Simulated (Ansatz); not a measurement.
Ge2Sb2Te5:

```
CELL_PARAMETERS angstrom
6.83914 -3.06601 0.00000
6.83914 3.06601 0.00000
-6.83098 0.00000 6.84761
ATOMIC_POSITIONS crystal
Te 0.59470 0.59470 0.38643
Te 0.79529 0.79529 0.19611
Te 0.00832 0.00832 0.00643
Te 0.20652 0.20652 0.80980
Te 0.39996 0.39996 0.59712
Sb 0.90171 0.90171 0.58787
Sb 0.11187 0.11187 0.41735
Ge 0.28429 0.28429 0.18783
Ge 0.49734 0.49734 0.01104
```

The cell comes from a database or a generator and needn't be the stable form of this composition.

Base run:

| Item | Value |
| --- | --- |
| Program | Ansatz 0.2.0 |
| Functional | revPBE |
| Potentials or basis | Ansatz PAW |
| Cutoff | 420 eV (not typed: the program's choice for these potentials) |
| k mesh | 4 × 4 × 3 |
| Occupations | fermi-dirac, width 0.05 eV |
| Spin | no spin polarisation |

Its results: band gap on the k mesh 0.06 eV, direct; pressure 0.8 GPa; largest force 0.158 eV/Å.

Problem. After a change of settings the same cell gave: band gap on the k mesh 0.04 eV, direct; pressure -1.0 GPa; largest force 0.246 eV/Å. Which change was it?
A. functional from revPBE to RPBE
B. functional from revPBE to BLYP
C. functional from revPBE to PBEsol
D. functional from revPBE to r2SCAN; cutoff from 420 eV (not typed: the program's choice for these potentials) to 500 eV (not typed: the program's choice for these potentials)

Solution. D.

Caveats: spin-orbit coupling is left out, which moves the levels of the heavy elements; the PAW data sets come from PBE, with cores solved anew for the run's functional, which leaves a small shift of forces and pressure.
